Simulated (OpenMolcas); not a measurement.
# Xe³⁺: CASSCF terms and fine-structure levels

Wanted: the level scheme of Xe³⁺ from active-space wave functions.

Method: state-averaged CASSCF, spin-orbit coupling by RASSI with atomic mean-field integrals. Code: OpenMolcas 26.06.

### 1 What is computed

```
Species                           : Xe³⁺ (xenon, Z = 54, 51 electrons)
Basis                             : ANO-RCC-MB [5s4p2d], 27 functions
Scalar Hamiltonian                : DKH2, point nucleus
Inactive shells                   : 1s 2s 2p 3s 3p 3d 4s 4p 4d
Active space                      : 5 electrons in 4 orbitals (5s 5p)
Some configurations of this space : 5p⁵, 5s 5p⁴, 5s² 5p³
Orbitals                          : optimised for each spin and parity, averaged over the low roots
```

The outer shells:

5p5
```
5p [↑↓][↑↓][↑ ]
```

5s 5p4
```
5s [↑ ]
5p [↑↓][↑ ][↑ ]
```

5s2 5p3
```
5s [↑↓]
5p [↑ ][↑ ][↑ ]
```

Each step is its own input file, run in one work folder so that later steps find the files of earlier ones. Labels, J, g values, rates, χT and fits are worked out afterwards by a script from the matrices that RASSI stores.

### 2 GATEWAY and SEWARD: basis and integrals

a.inp reads:

```
&GATEWAY
Coord
1

Xe 0.0 0.0 0.0
Basis=ANO-RCC-MB
Group=XYZ
NoMove
AngMom=0.0 0.0 0.0
AMFI
&SEWARD
```

Command:

```sh
> OMP_NUM_THREADS=1 MOLCAS_MEM=1689 MOLCAS_PROJECT=a pymolcas a.inp > a.log
```

Log:

```text
Basis set label: XE.ANO-RCC...5S4P2D.

      Electronic valence basis set:
      ------------------
      Associated Effective Charge  54.000000 au
      Associated Actual Charge     54.000000 au
      Nuclear Model: Point charge

      Shell  nPrim  nBasis  Cartesian Spherical Contaminant
         s      22       5        X
         p      19       4        X
         d      13       2                 X
                  Relativistic Douglas-Kroll-Hess integrals:
                    - DKH order of Hamiltonian: 2
                    - DKH order of Properties : 0
                  Atomic mean-field integrals
```

### 3 CASSCF: quartets of odd parity, 1 root

a.inp reads:

```
&RASSCF
FileOrb=start.orb
Symmetry=2
Spin=4
nActEl=5 0 0
Inactive=14 9
Ras2=1 3
CIRoot=1 1 1
SDav=1
CIMx=300
Iter=120 100
PrWF=0.3
OrbListing=Nothing
MaxOrb=0
Atom
>>> COPY $Project.JobIph JOB001
```

Command:

```sh
> OMP_NUM_THREADS=1 MOLCAS_MEM=1689 MOLCAS_PROJECT=a pymolcas a.inp > a.log
```

start.orb holds the contracted functions of the basis, ordered by shell, or the orbitals of the step before.

Log, shortened:

```text
[...]
      Number of active orbitals                  4
[...]
      Spin quantum number                      1.5
[...]
      Active orbitals                            1   3
[...]
      Number of CSFs                             1
      Number of root(s) required                 1
[...]
 ###    WARNING: Problems in orbital optimization.                           ###
 ###                                                                         ###
 ###                                                                         ###
[...]
      Convergence after  4 iterations
[...]
      Natural orbitals and occupation numbers for root  1
      sym 1:   2.000000
      sym 2:   1.000000   1.000000   1.000000
::    RASSCF root number  1 Total energy:  -7439.09300703
```

The warning on the orbital optimisation comes with active orbitals that are nearly full or empty in all roots, whose rotations are then almost redundant.

### 4 Reference wave functions, doublets of odd parity, 11 roots

a.inp reads:

```
&RASSCF
FileOrb=start.orb
Symmetry=2
Spin=2
nActEl=5 0 0
Inactive=14 9
Ras2=1 3
CIRoot=11 11 1
SDav=11
CIMx=300
Iter=120 100
PrWF=0.3
OrbListing=Nothing
MaxOrb=0
Atom
>>> COPY $Project.JobIph JOB002
```

Log, shortened:

```text
[...]
      Number of active orbitals                  4
[...]
      Spin quantum number                      0.5
[...]
      Active orbitals                            1   3
[...]
      Number of CSFs                            11
      Number of root(s) required                11
[...]
      Convergence after  4 iterations
[...]
      Natural orbitals and occupation numbers for root  1
      sym 1:   2.000000
      sym 2:   1.000000   1.000000   1.000000
      Natural orbitals and occupation numbers for root  2
      sym 1:   2.000000
      sym 2:   1.000000   1.000000   1.000000
      Natural orbitals and occupation numbers for root  3
      sym 1:   2.000000
      sym 2:   1.000000   1.000000   1.000000
::    RASSCF root number  1 Total energy:  -7439.01665665
::    RASSCF root number  2 Total energy:  -7439.01665665
[...]
::    RASSCF root number  8 Total energy:  -7438.98119371
::    RASSCF root number  9 Total energy:  -7437.79956162
::    RASSCF root number 10 Total energy:  -7437.79956162
::    RASSCF root number 11 Total energy:  -7437.79956162
```

### 5 CASSCF: quartets of even parity, 3 roots

a.inp reads:

```
&RASSCF
FileOrb=start.orb
Symmetry=1
Spin=4
nActEl=5 0 0
Inactive=14 9
Ras2=1 3
CIRoot=3 3 1
SDav=3
CIMx=300
Iter=120 100
PrWF=0.3
OrbListing=Nothing
MaxOrb=0
Atom
>>> COPY $Project.JobIph JOB003
```

Log:

```text
Wave function specifications:
      -----------------------------

      Number of closed shell electrons          46
      Number of electrons in active shells       5
      Max number of holes in RAS1 space          0
      Max nr of electrons in RAS3 space          0
      Number of inactive orbitals               23
      Number of active orbitals                  4
      Number of secondary orbitals               0
      Spin quantum number                      1.5
      State symmetry                             1
Orbital specifications:
      -----------------------

      Symmetry species                           1   2
                                                ag  au
      Frozen orbitals                            0   0
      Inactive orbitals                         14   9
      Active orbitals                            1   3
      RAS1 orbitals                              0   0
      RAS2 orbitals                              1   3
      RAS3 orbitals                              0   0
      Secondary orbitals                         0   0
      Deleted orbitals                           0   0
      Number of basis functions                 15  12
      Number of CSFs                             3
      Number of root(s) required                 3
      Iter CI   SX   CI       RASSCF       Energy    max ROT     max BLB   max BLB  Level Ln srch  Step   QN
          iter iter root      energy       change     param      element    value   shift minimum  type update
 Nr of preliminary CI iterations:   1
      Total energies have been shifted. Add                -7000.00 au
        1   1    3    0  -438.58130048    0.00E+00  -2.49E-03    9  15 1  1.64E-02*  0.00   0.00    SX    NO
        2   1    2    0  -438.58141620   -1.16E-04* -9.37E-05    9  15 1  7.48E-04*  0.00   0.00    SX    NO
        3   1    2    0  -438.58141636   -1.60E-07* -3.96E-06    9  15 1  3.16E-05   0.00   0.00    SX    NO
        4   1    2    0  -438.58141636   -2.35E-10  -1.62E-07    9  15 1  1.29E-06   0.00   0.00    SX    NO
      Convergence after  4 iterations
        5   1    2    0  -438.58141636   -2.73E-12  -1.62E-07    9  15 1  5.18E-08   0.00   0.00    SX    NO
      Natural orbitals and occupation numbers for root  1
      sym 1:   1.000000
      sym 2:   1.000000   2.000000   1.000000
      Natural orbitals and occupation numbers for root  2
      sym 1:   1.000000
      sym 2:   2.000000   1.000000   1.000000
      Natural orbitals and occupation numbers for root  3
      sym 1:   1.000000
      sym 2:   1.000000   1.000000   2.000000
::    RASSCF root number  1 Total energy:  -7438.58141636
::    RASSCF root number  2 Total energy:  -7438.58141636
::    RASSCF root number  3 Total energy:  -7438.58141636
```

### 6 CASSCF: doublets of even parity, 9 roots

a.inp reads:

```
&RASSCF
FileOrb=start.orb
Symmetry=1
Spin=2
nActEl=5 0 0
Inactive=14 9
Ras2=1 3
CIRoot=9 9 1
SDav=9
CIMx=300
Iter=120 100
PrWF=0.3
OrbListing=Nothing
MaxOrb=0
Atom
>>> COPY $Project.JobIph JOB004
```

Log, shortened:

```text
[...]
      Number of active orbitals                  4
[...]
      Spin quantum number                      0.5
[...]
      Active orbitals                            1   3
[...]
      Number of CSFs                             9
      Number of root(s) required                 9
[...]
      Convergence after  4 iterations
[...]
      Natural orbitals and occupation numbers for root  1
      sym 1:   1.000000
      sym 2:   1.012595   0.987562   1.999843
      Natural orbitals and occupation numbers for root  2
      sym 1:   1.000000
      sym 2:   0.999475   2.000000   1.000526
      Natural orbitals and occupation numbers for root  3
      sym 1:   1.000000
      sym 2:   1.999998   0.998537   1.001465
::    RASSCF root number  1 Total energy:  -7438.43554292
::    RASSCF root number  2 Total energy:  -7438.43554292
[...]
::    RASSCF root number  6 Total energy:  -7438.35918880
::    RASSCF root number  7 Total energy:  -7438.29671095
::    RASSCF root number  8 Total energy:  -7438.29671095
::    RASSCF root number  9 Total energy:  -7438.29671095
```

### 7 State interaction with spin-orbit coupling

a.inp reads:

```
&RASSI
NrOfJobIphs=4 1 11 3 9
1
1 2 3 4 5 6 7 8 9 10 11
1 2 3
1 2 3 4 5 6 7 8 9
IphNames
JOB001
JOB002
JOB003
JOB004
EJob
SpinOrbit
DIPRint=1.0
SOCoupling=1000.0
Subsets=2
MEES
Property=10
'ANGMOM' 1 'ANGMOM' 2 'ANGMOM' 3 'MLTPL  1' 1 'MLTPL  1' 2 'MLTPL  1' 3
'AMFI' 1 'AMFI' 2 'AMFI' 3 'MLTPL  2' 6
SOProperty=3
'ANGMOM' 1 'ANGMOM' 2 'ANGMOM' 3
```

Log, shortened:

```text
SPIN-FREE ENERGIES:
  (Shifted by EMIN (a.u.) =      -7439.0930070344)
 SF State       Relative EMIN(au)   Rel lowest level(eV)    D:o, cm**(-1)      L_eff
     1             0.0000000000        0.0000000000              0.0000         0.0
     2             0.0763503830        2.0775997617          16756.9722         2.0
     3             0.0763503830        2.0775997617          16756.9722         2.0
     4             0.0763503830        2.0775997617          16756.9722         2.0
     5             0.0763503830        2.0775997617          16756.9722         2.0
     6             0.0763503830        2.0775997617          16756.9722         2.0
     7             0.1118133253        3.0425955823          24540.1884         1.0
     8             0.1118133253        3.0425955823          24540.1884         1.0
     9             0.1118133253        3.0425955823          24540.1884         1.0
    13             0.5115906717       13.9210913684         112281.1741         1.0
[...]
Eigenvalues of complex Hamiltonian:
   -----------------------------------
  (Shifted by EMIN (a.u.) =      -7439.0930070344)
 SO State       Relative EMIN(au)   Rel lowest level(eV)    D:o, cm**(-1)     J-value
     1            -0.0063015844        0.0000000000              0.0000         1.1
     2            -0.0063015844        0.0000000000              0.0000         1.2
     3            -0.0063015844        0.0000000000              0.0000         1.4
     4            -0.0063015844        0.0000000000              0.0000         1.0
     5             0.0622301543        1.8648436126          15040.9781         1.3
     6             0.0622301543        1.8648436126          15040.9781         1.3
     7             0.0622301543        1.8648436126          15040.9781         1.1
     8             0.0622301543        1.8648436125          15040.9781         0.9
     9             0.0763503830        2.2490746083          18140.0101         1.8
    10             0.0763503830        2.2490746083          18140.0101         2.0
    11             0.0763503830        2.2490746083          18140.0101         1.8
[...]
```

These steps: 12 s of run time, 1 thread, shared host.

Spin-free terms, from the roots grouped by L:

```csv
configuration,term,E (cm⁻¹)
5s² 5p³,⁴S°,0.0
5s² 5p³,²D°,16757
5s² 5p³,²P°,24540
5s 5p⁴,⁴P,112281
5s 5p⁴,²D,144297
5s 5p⁴,²S,161054
5s 5p⁴,²P,174767
5p⁵,²P°,283878
```

Levels with spin-orbit coupling, from the RASSI matrices grouped by J:

| Configuration | Term | J | E (cm⁻¹) | g | Leading % | Second |
| --- | --- | --- | --- | --- | --- | --- |
| 5s² 5p³ | ⁴S° | 3/2 | 0.0 | 1.957 | 94 | 5 ²P° |
| 5s² 5p³ | ²D° | 3/2 | 15041 | 0.936 | 78 | 18 ²P° |
| 5s² 5p³ | ²D° | 5/2 | 18140 | 1.200 | 100 |  |
| 5s² 5p³ | ²P° | 1/2 | 25997 | 0.666 | 100 |  |
| 5s² 5p³ | ²P° | 3/2 | 30364 | 1.242 | 76 | 21 ²D° |
| 5s 5p⁴ | ⁴P | 5/2 | 110387 | 1.596 | 99 |  |
| 5s 5p⁴ | ⁴P | 3/2 | 115361 | 1.731 | 99 |  |
| 5s 5p⁴ | ⁴P | 1/2 | 117394 | 2.657 | 98 | 2 ²S |
| 5s 5p⁴ | ²D | 3/2 | 145326 | 0.811 | 98 |  |
| 5s 5p⁴ | ²D | 5/2 | 146139 | 1.206 | 99 |  |
| 5s 5p⁴ | ²S | 1/2 | 162089 | 1.924 | 91 | 7 ²P |
| 5s 5p⁴ | ²P | 3/2 | 174769 | 1.326 | 98 |  |
| 5s 5p⁴ | ²P | 1/2 | 181297 | 0.759 | 93 | 7 ²S |
| 5p⁵ | ²P° | 3/2 | 282421 | 1.334 | 100 |  |
| 5p⁵ | ²P° | 1/2 | 290953 | 0.666 | 100 |  |

Transitions at CASSCF energies (vacuum wavelengths; branching counts decays inside the model space alone):

```csv
upper,lower,type,λ (nm),A (s-1),branching %
5s 5p⁴ ²P_1/2,5s² 5p³ ²D°_3/2,E1,60.15,1.13e+10,32.7
5s 5p⁴ ²P_3/2,5s² 5p³ ²D°_3/2,E1,62.61,5.34e+09,15.2
5s 5p⁴ ²P_3/2,5s² 5p³ ²D°_5/2,E1,63.85,2.41e+10,68.5
5s 5p⁴ ²P_1/2,5s² 5p³ ²P°_1/2,E1,64.39,3.38e+09,9.7
5s 5p⁴ ²P_1/2,5s² 5p³ ²P°_3/2,E1,66.25,2.00e+10,57.5
5s 5p⁴ ²P_3/2,5s² 5p³ ²P°_1/2,E1,67.22,2.03e+09,5.8
5s 5p⁴ ²S_1/2,5s² 5p³ ²D°_3/2,E1,68.01,5.84e+09,34.6
5p⁵ ²P°_1/2,5s 5p⁴ ²D_3/2,E1,68.67,1.27e+10,45.1
5s 5p⁴ ²P_3/2,5s² 5p³ ²P°_3/2,E1,69.25,3.07e+09,8.7
5p⁵ ²P°_3/2,5s 5p⁴ ²D_3/2,E1,72.94,2.81e+09,10.5
5p⁵ ²P°_3/2,5s 5p⁴ ²D_5/2,E1,73.38,1.16e+10,43.3
5s 5p⁴ ²S_1/2,5s² 5p³ ²P°_1/2,E1,73.48,7.48e+09,44.3
5s 5p⁴ ²D_3/2,5s² 5p³ ²D°_3/2,E1,76.75,9.01e+09,84.7
5s 5p⁴ ²D_5/2,5s² 5p³ ²D°_5/2,E1,78.13,7.72e+09,80.6
5p⁵ ²P°_3/2,5s 5p⁴ ²S_1/2,E1,83.1,2.00e+09,7.5
5s 5p⁴ ⁴P_1/2,5s² 5p³ ⁴S°_3/2,E1,85.18,4.31e+09,98.5
5p⁵ ²P°_1/2,5s 5p⁴ ²P_3/2,E1,86.07,6.39e+09,22.8
5s 5p⁴ ²D_5/2,5s² 5p³ ²P°_3/2,E1,86.37,1.86e+09,19.4
5s 5p⁴ ⁴P_3/2,5s² 5p³ ⁴S°_3/2,E1,86.68,3.97e+09,98.4
5s 5p⁴ ⁴P_5/2,5s² 5p³ ⁴S°_3/2,E1,90.59,3.41e+09,96.4
5p⁵ ²P°_1/2,5s 5p⁴ ²P_1/2,E1,91.19,8.86e+09,31.6
5p⁵ ²P°_3/2,5s 5p⁴ ²P_3/2,E1,92.89,8.83e+09,33.1
```

### 8 Comparison with measured levels

A. CASSCF

Energies in cm⁻¹ above each method's lowest level; measured values from Saloman, J. Phys. Chem. Ref. Data 33, 765 (2004).

```csv
level,A,measured
5s² 5p³ ⁴S°_3/2,0.0,0.0
5s² 5p³ ²D°_3/2,15041,13267
5s² 5p³ ²D°_5/2,18140,17511
5s² 5p³ ²P°_1/2,25997,
5s² 5p³ ²P°_3/2,30364,35650
5s 5p⁴ ⁴P_5/2,110387,99664
5s 5p⁴ ⁴P_3/2,115361,106923
5s 5p⁴ ⁴P_1/2,117394,109254
5s 5p⁴ ²D_3/2,145326,121929
5s 5p⁴ ²D_5/2,146139,125475
5s 5p⁴ ²S_1/2,162089,150737
5s 5p⁴ ²P_3/2,174769,
5s 5p⁴ ²P_1/2,181297,177951
5p⁵ ²P°_3/2,282421,
5p⁵ ²P°_1/2,290953,
```

Mean absolute deviation from the 10 measured excited levels that all methods hold: A 9400 cm⁻¹. Up to 2 pairs a method lay far off the configuration's other pairs, were taken for wrong labels and left out, so the means can look smaller than they are.

### 9 Summary of results

```
                                                  quantity                                                        value
                                                    method                                                       CASSCF
                                              lowest level                5s² 5p³ ⁴S°_3/2, 94 % of that term, g = 1.957
                               ground level listed by NIST                                                       4S°3/2
                                       first excited level                                5s² 5p³ ²D°_3/2 at 15041 cm⁻¹
                   spin-orbit lowering of the lowest level                                                    1383 cm⁻¹
strongest of the lines computed, by gA, at CASSCF energies  5s 5p⁴ ²P_3/2 → 5s² 5p³ ²D°_5/2, 63.85 nm, A = 2.41e+10 s⁻¹
```

The computed levels miss the measured ones by 9400 cm⁻¹ on average. Only the configurations of the active space and the roots asked for are present. No d shell is active. The basis is small and contracted for the neutral atom, so it is rough for this charge. Levels of other configurations are missing from the list.
